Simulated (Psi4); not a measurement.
# C2F4O (trifluoroacetyl fluoride) at HF/3-21G

What is the energy change on altering one bond length of C2F4O (trifluoroacetyl fluoride) at HF/3-21G? 

The calculation is run with Psi4 1.11.

## 1. Starting point

C2F4O: 7 atoms, total charge 0, spin state singlet. As SMILES, `O=C(F)C(F)(F)F`. The coordinates come from a PBE0-D4/def2-TZVP relaxation.

Bond lengths: O1–C2 1.172 Å, C2–F3 1.326 Å, C2–C4 1.542 Å, C4–F5 1.330 Å, C4–F6 1.330 Å, C4–F7 1.318 Å. Angles: O1–C2–F3 124.0°, O1–C2–C4 126.4°, F3–C2–C4 109.5°, C2–C4–F5 109.8°, C2–C4–F6 109.8°, C2–C4–F7 110.2°, F5–C4–F6 108.7°, F5–C4–F7 109.1°, F6–C4–F7 109.1°.

## 2. Energy and gradient at HF/3-21G

run_ase.py reads:

```python
import numpy as np
from ase.calculators.psi4 import Psi4
from ase import Atoms

a = Atoms(['O', 'C', 'F', 'C', 'F', 'F', 'F'], positions=[
    [1.061180, -1.396170, 0.701140],
    [0.088980, -0.798110, 0.435150],
    [-1.136840, -1.201010, 0.739860],
    [0.018150, 0.551850, -0.306440],
    [-0.697880, 0.418270, -1.418740],
    [-0.564330, 1.461580, 0.468830],
    [1.230750, 0.963590, -0.619810],
])
calc = Psi4(atoms=a, method='scf', basis='3-21G', memory='2200MB', num_threads=1, charge=0, multiplicity=1, label='psi4-calc')
calc.psi4.set_options({'puream': True, 'e_convergence': 1e-09, 'd_convergence': 1e-08, 'scf_type': 'pk'})
a.calc = calc

forces = a.get_forces()
print(f'energy: {a.get_potential_energy():.6f} eV')
print('forces / eV A^-1')
print(np.round(forces, 5))
```

Launch:

```console
$ python run_ase.py
```

psi4-calc.dat, cut to the lines that bear on the results:

```text
[...]
  Running in c1 symmetry.
[...]
  Nuclear repulsion =  336.982269552340540
[...]
  Multiplicity = 1
[...]
  Nalpha       = 28
  Nbeta        = 28
[...]
    Number of basis functions: 63
[...]
   @RHF iter   1:  -545.14127901610948   -5.85914e-01   1.08355e-02 DIIS/ADIIS
[...]
   @RHF iter  13:  -545.35790349241836   -2.27374e-13   4.08764e-09 DIIS
[...]
    Orbital Energies [Eh]
    ---------------------
    Doubly Occupied:
       1A    -26.260179     2A    -26.257322     3A    -26.256595
       4A    -26.252852     5A    -20.557783     6A    -11.517866
       7A    -11.435183     8A     -1.786012     9A     -1.708029
      10A     -1.680592    11A     -1.677351    12A     -1.516462
      13A     -1.067088    14A     -0.926422    15A     -0.865408
      16A     -0.859082    17A     -0.847798    18A     -0.766743
      19A     -0.756402    20A     -0.734527    21A     -0.726985
      22A     -0.724479    23A     -0.690509    24A     -0.688500
      25A     -0.677480    26A     -0.637994    27A     -0.583953
      28A     -0.531288
[...]
  @RHF Final Energy:  -545.35790349241836
   => Energetics <=
    Nuclear Repulsion Energy =            336.9822695523405400
    One-Electron Energy =               -1426.6985735302678222
    Two-Electron Energy =                 544.3584004855089233
    Total Energy =                       -545.3579034924183588
[...]
 Multipole Moments:
 ------------------------------------------------------------------------------------
     Multipole            Electronic (a.u.)      Nuclear  (a.u.)        Total (a.u.)
 ------------------------------------------------------------------------------------
 L = 1.  Multiply by 2.5417464519 to convert [e a0] to [Debye]
 Dipole X            :         -1.1272173            0.9793085           -0.1479088
 Dipole Y            :          1.4989194           -1.3638575            0.1350619
 Dipole Z            :         -0.7539313            0.6885256           -0.0654058
 Magnitude           :                                                    0.2107051
[...]
  -Total Gradient:
     Atom            X                  Y                   Z
    ------   -----------------  -----------------  -----------------
       1       -0.005508362393     0.003961473928    -0.001819342159
       2       -0.005825518425    -0.020931847811     0.011994873165
       3        0.010602037849     0.003445222423    -0.002621046579
       4        0.001797434589     0.023092049486    -0.012903512202
       5        0.008865954925     0.001654159442     0.010056971611
       6        0.007604869666    -0.008158570879    -0.007622480871
       7       -0.017536416213    -0.003062486589     0.002914537037
[...]
```

On the terminal:

```text
energy: -14839.944433 eV
forces / eV A^-1
[[ 0.28325 -0.20371  0.09355]
 [ 0.29956  1.07636 -0.6168 ]
 [-0.54518 -0.17716  0.13478]
 [-0.09243 -1.18744  0.66353]
 [-0.45591 -0.08506 -0.51715]
 [-0.39106  0.41953  0.39196]
 [ 0.90176  0.15748 -0.14987]]
```

Wall time 2.2 s (1 thread of Intel Xeon Platinum 8375C at 2.90GHz (Ice Lake), shared host); peak memory 0.22 GiB.

## 3. The distorted shape at the same level

c2f4o.json reads:

```json
{
  "schema_name": "qcschema_input",
  "schema_version": 1,
  "molecule": {
    "schema_name": "qcschema_molecule",
    "schema_version": 2,
    "symbols": ["O", "C", "F", "C", "F", "F", "F"],
    "geometry": [1.31788744, -2.87180356, 1.50261951, -0.5193043, -1.74163396, 0.99997126, -2.83576838, -2.50300461, 1.5757897, -0.6531536, 0.80942072, -0.40143074, -2.0062542, 0.55699111, -2.50337311, -1.75388127, 2.52856127, 1.06361723, 2.32578043, 1.8209212, -1.17127115],
    "molecular_charge": 0,
    "molecular_multiplicity": 1,
    "fix_symmetry": "c1",
    "fix_com": true,
    "fix_orientation": true
  },
  "driver": "gradient",
  "model": {
    "method": "hf",
    "basis": "3-21G"
  },
  "keywords": {
    "puream": true,
    "e_convergence": 1e-09,
    "d_convergence": 1e-08,
    "scf_type": "pk"
  }
}
```

Launch:

```console
$ psi4 --qcschema c2f4o.json -n 1 --memory 2200MB
```

stdout, cut to the lines that bear on the results:

```text
[...]
  Running in c1 symmetry.
[...]
  Nuclear repulsion =  323.089074132988173
[...]
  Multiplicity = 1
[...]
  Nalpha       = 28
  Nbeta        = 28
[...]
    Number of basis functions: 63
[...]
   @RHF iter   1:  -544.99993565216039   -9.95557e-01   1.19638e-02 ADIIS/DIIS
[...]
   @RHF iter  14:  -545.28709293768350   -3.52429e-12   9.20640e-09 DIIS
[...]
  @RHF Final Energy:  -545.28709293768350
   => Energetics <=
    Nuclear Repulsion Energy =            323.0890741329881735
    One-Electron Energy =               -1399.2503330850408929
    Two-Electron Energy =                 530.8741660143692798
    Total Energy =                       -545.2870929376834965
[...]
 Multipole Moments:
 ------------------------------------------------------------------------------------
     Multipole            Electronic (a.u.)      Nuclear  (a.u.)        Total (a.u.)
 ------------------------------------------------------------------------------------
 L = 1.  Multiply by 2.5417464519 to convert [e a0] to [Debye]
 Dipole X            :         34.3360433          -34.9227587           -0.5867153
 Dipole Y            :          6.8845269           -6.9364872           -0.0519603
 Dipole Z            :         -6.2259791            6.2950632            0.0690841
 Magnitude           :                                                    0.5930492
[...]
  -Total Gradient:
     Atom            X                  Y                   Z
    ------   -----------------  -----------------  -----------------
       1       -0.001263932967     0.003093933816    -0.001635684979
       2       -0.029119459867    -0.019313187065     0.012723321210
       3        0.010766984478    -0.000842478622    -0.000255624078
       4       -0.083964777491    -0.020346546561     0.017177395893
       5       -0.012684780186    -0.004516592733     0.003449461887
       6       -0.012695794420    -0.004593353183     0.003382306243
       7        0.128961760452     0.046518224348    -0.034841176176
[...]
```

The result, in JSON:

```text
{
 "driver": "gradient",
 "model": {
  "method": "hf",
  "basis": "3-21G"
 },
 "success": true,
 "return_result": [-0.0012639329668554522, 0.0030939338158635366, -0.0016356849794738615, -0.029119459867246844, -0.019313187064673276, 0.012723321210380695, 0.010766984478463748, -0.0008424786217867547, -0.0002556240776748764, -0.08396477749149936, -0.020346546561488293, 0.017177395892956582, -0.012684780185540367, -0.004516592733068328, 0.003449461886975591, -0.012695794420216094, -0.004593353182879345, 0.003382306242791233, 0.12896176045234453, 0.04651822434820549, -0.03484117617555915],
 "properties": {
  "calcinfo_nbasis": 63,
  "calcinfo_nmo": 63,
  "calcinfo_nalpha": 28,
  "calcinfo_nbeta": 28,
  "calcinfo_natom": 7,
  "nuclear_repulsion_energy": 323.0890741329882,
  "return_energy": -545.2870929376835,
  "return_gradient": [-0.0012639329668554522, 0.0030939338158635366, -0.0016356849794738615, -0.029119459867246844, -0.019313187064673276, 0.012723321210380695, 0.010766984478463748, -0.0008424786217867547, -0.0002556240776748764, -0.08396477749149936, -0.020346546561488293, 0.017177395892956582, -0.012684780185540367, -0.004516592733068328, 0.003449461886975591, -0.012695794420216094, -0.004593353182879345, 0.003382306242791233, 0.12896176045234453, 0.04651822434820549, -0.03484117617555915],
  "scf_one_electron_energy": -1399.250333085041,
  "scf_two_electron_energy": 530.8741660143693,
  "scf_dipole_moment": [-0.5867153154101032, -0.051960291484041576, 0.06908411682949112],
  "scf_total_energy": -545.2870929376835,
  "scf_total_gradient": [-0.0012639329668554522, 0.0030939338158635366, -0.0016356849794738615, -0.029119459867246844, -0.019313187064673276, 0.012723321210380695, 0.010766984478463748, -0.0008424786217867547, -0.0002556240776748764, -0.08396477749149936, -0.020346546561488293, 0.017177395892956582, -0.012684780185540367, -0.004516592733068328, 0.003449461886975591, -0.012695794420216094, -0.004593353182879345, 0.003382306242791233, 0.12896176045234453, 0.04651822434820549, -0.03484117617555915],
  "scf_iterations": 14
 }
}
```

Wall time 2.1 s (1 thread of Intel Xeon Platinum 8375C at 2.90GHz (Ice Lake), shared host); peak memory 0.21 GiB.

## 4. What came out

Level: HF/3-21G.

| quantity | value |
| --- | --- |
| first shape: total energy | -545.35790 Eh |
| first shape: dipole moment | 0.54 D |
| first shape: HOMO energy | -14.46 eV |
| first shape: LUMO energy | 2.63 eV |
| first shape: HOMO–LUMO gap | 17.09 eV |
| first shape: largest force on an atom | 1.363 eV/Å |
| distorted shape: total energy | -545.28709 Eh |
| distorted shape: dipole moment | 1.51 D |
| distorted shape: HOMO energy | -14.70 eV |
| distorted shape: LUMO energy | 2.28 eV |
| distorted shape: HOMO–LUMO gap | 16.98 eV |
| distorted shape: largest force on an atom | 7.274 eV/Å |
| energy change with the C4–F7 bond stretched from 1.318 to 1.714 Å | 1.927 eV |

With the C4–F7 bond stretched from 1.318 to 1.714 Å the energy rises by 1.93 eV (44 kcal/mol). The first shape isn't relaxed at this level, so the change isn't measured from a minimum. The largest force (first shape) is 1.36 eV/Å: the shape isn't a stationary point for this species at this level.
